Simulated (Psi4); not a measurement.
# ZrO2 (SMILES [O]=[Zr]=[O]): SVWN5/def2-TZVP (core potential)

Aim: the energy change on altering one bond length of ZrO2 at SVWN5/def2-TZVP (core potential), from 2 runs. 

The calculation is run with Psi4 1.11.

## (1) Starting point

The species is ZrO2 (3 atoms), meant as a singlet with charge 0. As SMILES, `[O]=[Zr]=[O]`. Geometry: relaxed at PBE0-D4/def2-TZVP.

Bond lengths: O1–Zr2 1.761 Å, Zr2–O3 1.761 Å. Angles: O1–Zr2–O3 107.9°.

## (2) Energy and gradient at SVWN5/def2-TZVP (core potential)

The input, job.py:

```python
import psi4

psi4.set_memory(1600000000)
psi4.set_num_threads(1)
psi4.core.set_output_file('run.log', False)

geom = psi4.geometry("""
O
Zr 1 1.76137
O 2 1.761356 1 107.92594
units angstrom
symmetry c1
no_reorient
no_com
""")

psi4.set_options({
    'basis': 'def2-TZVP',
    'puream': True,
    'e_convergence': 1e-09,
    'd_convergence': 1e-08,
    'scf_type': 'pk',
    'dft_radial_points': 99,
    'dft_spherical_points': 590,
})

E, wfn = psi4.gradient('scf', dft_functional={"name": "SVWN5", "x_functionals": {"LDA_X": {}}, "c_functionals": {"LDA_C_VWN": {}}}, return_wfn=True)
psi4.oeprop(wfn, 'DIPOLE', 'MAYER_INDICES', 'LOWDIN_CHARGES')
print('gradient / Eh bohr^-1')
print(E.np.round(6))
print(f'energy = {wfn.energy():.10f} Eh')
```

The run is started by

```sh
python job.py
```

run.log:

```text
[...]
    !!!  WARNING: ECP capability is in beta. Please check occupations closely.  !!!
[...]
  Running in c1 symmetry.
[...]
  Nuclear repulsion =   69.572842196540932
[...]
  Multiplicity = 1
[...]
  Nalpha       = 14
  Nbeta        = 14
[...]
    Number of basis functions: 102
[...]
   @RKS iter   1:  -195.59081875373678    2.67169e-01   1.47812e-02 ADIIS/DIIS
[...]
   @RKS iter  13:  -196.46517726716624   -6.33804e-12   4.99683e-09 DIIS
[...]
    Orbital Energies [Eh]
    ---------------------
    Doubly Occupied:
       1A    -18.552616     2A    -18.552613     3A     -1.974029
       4A     -1.180223     5A     -1.171437     6A     -1.159637
       7A     -0.737236     8A     -0.722826     9A     -0.282677
      10A     -0.273064    11A     -0.271618    12A     -0.255939
      13A     -0.237180    14A     -0.203729
[...]
  @RKS Final Energy:  -196.46517726716624
   => Energetics <=
    Nuclear Repulsion Energy =             69.5728421965409325
    One-Electron Energy =                -425.9144468739094691
    Two-Electron Energy =                 181.8195615930371218
    DFT Exchange-Correlation Energy =     -21.9431341828348181
    Empirical Dispersion Energy =           0.0000000000000000
    VV10 Nonlocal Energy =                  0.0000000000000000
    Total Energy =                       -196.4651772671662400
[...]
  -Total Gradient:
     Atom            X                  Y                   Z
    ------   -----------------  -----------------  -----------------
       1       -0.003456716360    -0.006208950315    -0.000000000310
       2        0.010423850761     0.007573407526     0.000000001049
       3       -0.006981220395    -0.001374722140    -0.000000000739
[...]
 Multipole Moments:
 ------------------------------------------------------------------------------------
     Multipole            Electronic (a.u.)      Nuclear  (a.u.)        Total (a.u.)
 ------------------------------------------------------------------------------------
 L = 1.  Multiply by 2.5417464519 to convert [e a0] to [Debye]
 Dipole X            :        -16.0213337           13.6995642           -2.3217696
 Dipole Y            :        -11.6561669            9.9669644           -1.6892025
 Dipole Z            :          0.0000000            0.0000000            0.0000000
 Magnitude           :                                                    2.8712400
[...]
```

Standard output:

```text
gradient / Eh bohr^-1
[[-0.003457 -0.006209 -0.      ]
 [ 0.010424  0.007573  0.      ]
 [-0.006981 -0.001375 -0.      ]]
energy = -196.4651772672 Eh
```

It took 21 s on 1 thread of Intel Xeon Platinum 8259CL at 2.50GHz (Skylake/Cascade Lake), shared host; peak memory 0.53 GiB.

## (3) The distorted shape, same level

The input, o2zr.xyz:

```xyz
3
O2Zr
O      0.700404     1.512654     0.393891
Zr     0.348500    -0.481700     0.351800
O     -1.003000    -0.770800    -0.740100
```

The input, calc.py:

```python
import psi4

psi4.set_memory(1600000000)
psi4.set_num_threads(1)
psi4.set_output_file('o2zr.out', False)

with open('o2zr.xyz') as f:
    atoms = ''.join(f.readlines()[2:])
mol = psi4.geometry('0 1\n' + atoms + 'symmetry c1\nno_reorient\nno_com')

psi4.set_options({
    'basis': 'def2-TZVP',
    'puream': True,
    'e_convergence': 1e-09,
    'd_convergence': 1e-08,
    'scf_type': 'pk',
    'dft_radial_points': 99,
    'dft_spherical_points': 590,
})

energy_value, wavefunction = psi4.gradient("scf", dft_functional={"name": "SVWN5", "x_functionals": {"LDA_X": {}}, "c_functionals": {"LDA_C_VWN": {}}}, molecule=mol, return_wfn=True)
print('gradient / Eh bohr^-1')
print(energy_value.np.round(6))
print(f'energy = {wavefunction.energy():.10f} Eh')
```

The run is started by

```sh
python calc.py
```

o2zr.out:

```text
[...]
    !!!  WARNING: ECP capability is in beta. Please check occupations closely.  !!!
[...]
  Running in c1 symmetry.
[...]
  Nuclear repulsion =   64.966789023302027
[...]
  Multiplicity = 1
[...]
  Nalpha       = 14
  Nbeta        = 14
[...]
    Number of basis functions: 102
[...]
   @RKS iter   1:  -195.39490992780313    2.66266e-01   1.54989e-02 ADIIS/DIIS
[...]
   @RKS iter  15:  -196.43208346191210   -4.16946e-11   5.30275e-09 DIIS
[...]
    Orbital Energies [Eh]
    ---------------------
    Doubly Occupied:
       1A    -18.580931     2A    -18.550800     3A     -2.005084
       4A     -1.205334     5A     -1.191972     6A     -1.179637
       7A     -0.755794     8A     -0.719689     9A     -0.287792
      10A     -0.284912    11A     -0.280558    12A     -0.231287
      13A     -0.223520    14A     -0.195534
[...]
  @RKS Final Energy:  -196.43208346191210
   => Energetics <=
    Nuclear Repulsion Energy =             64.9667890233020273
    One-Electron Energy =                -416.4962473583949532
    Two-Electron Energy =                 176.8996040150566387
    DFT Exchange-Correlation Energy =     -21.8022291418757987
    Empirical Dispersion Energy =           0.0000000000000000
    VV10 Nonlocal Energy =                  0.0000000000000000
    Total Energy =                       -196.4320834619121001
[...]
 Multipole Moments:
 ------------------------------------------------------------------------------------
     Multipole            Electronic (a.u.)      Nuclear  (a.u.)        Total (a.u.)
 ------------------------------------------------------------------------------------
 L = 1.  Multiply by 2.5417464519 to convert [e a0] to [Debye]
 Dipole X            :         -2.1172088            3.3282461            1.2110374
 Dipole Y            :         -2.8010364            0.2918342           -2.5092022
 Dipole Z            :         -1.4159303            2.7437463            1.3278160
 Magnitude           :                                                    3.0863899
[...]
  -Total Gradient:
     Atom            X                  Y                   Z
    ------   -----------------  -----------------  -----------------
       1        0.018872578913     0.109129746566     0.001983103275
       2       -0.009252707684    -0.107630600666     0.005859465940
       3       -0.009599895260    -0.001508888478    -0.007824661288
[...]
```

On the terminal:

```text
gradient / Eh bohr^-1
[[ 0.018873  0.10913   0.001983]
 [-0.009253 -0.107631  0.005859]
 [-0.0096   -0.001509 -0.007825]]
energy = -196.4320834619 Eh
```

Run time: 26 s. Hardware: 1 thread of Intel Xeon Platinum 8259CL at 2.50GHz (Skylake/Cascade Lake), shared host; peak memory 0.53 GiB.

## (4) Results

Level: SVWN5/def2-TZVP (core potential).

```
                                                          quantity          value
                                         first shape: total energy  -196.46518 Eh
                                        first shape: dipole moment         7.30 D
                                          first shape: HOMO energy       -5.54 eV
                                          first shape: LUMO energy       -3.76 eV
                                        first shape: HOMO–LUMO gap        1.79 eV
                             first shape: largest force on an atom     0.663 eV/Å
                                     distorted shape: total energy  -196.43208 Eh
                                    distorted shape: dipole moment         7.84 D
                                      distorted shape: HOMO energy       -5.32 eV
                                      distorted shape: LUMO energy       -4.17 eV
                                    distorted shape: HOMO–LUMO gap        1.15 eV
                         distorted shape: largest force on an atom     5.696 eV/Å
energy change with the O1–Zr2 bond stretched from 1.761 to 2.026 Å       0.901 eV
```

**Reading.** With the O1–Zr2 bond stretched from 1.761 to 2.026 Å the energy rises by 0.90 eV (86.9 kJ/mol). The first shape isn't relaxed at this level, so the change isn't measured from a minimum. The largest force (first shape) is 0.66 eV/Å: the shape isn't a stationary point for this species at this level.
